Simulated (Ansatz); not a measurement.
# Ca: the cost of one run

Program: Ansatz 0.2.0. Level of theory: DFT PBEsol, scalar-relativistic. These are calculated values, not measurements.

## (1) The system as given

Symmetry: Fm-3m, No. 225, cubic system. The conventional cell has a = 5.588 Å, b = 5.588 Å, c = 5.588 Å, α = 90.00°, β = 90.00°, γ = 90.00°. Ca (site symmetry m-3m) has 12 Ca at 3.95 Å as nearest neighbours.

Structure file:

```
Ca
1.0
     0.00000    2.79420    2.79420
     2.79420    0.00000    2.79420
     2.79420    2.79420    0.00000
Ca
1
Cartesian
  0.0000 0.0000 0.0000
```

Structure: COD 9011033, as refined from experiment and not relaxed.

## (2) Volume × 0.94, LAPW

File input.yaml:

```yaml
crystal:
  lattice:
    - [0.0, 2.737159505, 2.737159505]
    - [2.737159505, 0.0, 2.737159505]
    - [2.737159505, 2.737159505, 0.0]
  atoms:
    - { symbol: Ca, position: [0.0, 0.0, 0.0] }
kpoints:
  mp_grid: { grid: [11, 11, 11] }
  band_path:
    path:
      - [0.0, 0.0, 0.0]
      - [0.5, 0.0, 0.5]
      - [0.625, 0.25, 0.625]
      - [0.375, 0.375, 0.75]
      - [0.0, 0.0, 0.0]
      - [0.5, 0.5, 0.5]
      - [0.5, 0.25, 0.75]
      - [0.5, 0.0, 0.5]
    npoints: 5
scf:
  occupations: { method: fermi_dirac, width: 0.05 }
hamiltonian:
  xc: pbesol
  pseudopotentials: { kind: all_electron, lapw: { basis_error: 0.001 } }
output:
  forces: true
  stress: true
  eigenvalues: true
```

On the command line:

```sh
ansatz run input.yaml --threads 1 --pin off --max-ram 3072MiB --backend cpu --events-out ev --progress --plain --runs-dir out
```

What time and memory should one allow on 1 thread of Arm Neoverse V2, shared host?

About 1.9 s, with a peak of 0.2 GiB.
